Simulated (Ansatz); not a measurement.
# SiTa: the cost of one run

Method: def2-QZVPP, core rule «outside noble gas», up to 9 orbitals frozen; program: Ansatz 0.2.0, Gaussian basis.

Plan: UHF; ROHF; CCSD(T) on UHF.

### 1 The system

The geometry is a PBE0/def2-TZVP stationary point (not a proven minimum). No spin-orbit coupling is included. Elements past krypton take def2 core potentials.

2 atoms, charge 0, spin multiplicity 6.

Atoms are counted from 1 here; the program's logs count them from 0.

Bond lengths: Ta1–Si2 2.443 Å.

### 2 UHF

File in.yaml:

```yaml
crystal:
  periodic: [false, false, false]
  atoms:
    - {symbol: Ta, position_ang: [0.000000, 0.000000, 0.000000]}
    - {symbol: Si, position_ang: [0.000000, 0.000000, 2.442600]}
basis:
  gaussian: {orbitals: "def2-QZVPP.json"}
magnetization: {spin_polarized: true, initial_magnetization: 5}
hamiltonian: {xc: hf}
output: {orbitals: {seedname: orbitals}}
```

Command:

```sh
ansatz run in.yaml --threads 1 --pin off --events-out ev --progress --plain --max-ram 4096MiB --backend cpu
```

**Question.** How long does this run take on 1 thread of AMD EPYC 7R13, shared host, and how much memory does it need?

About 38 s, with a peak of 0.4 GiB.
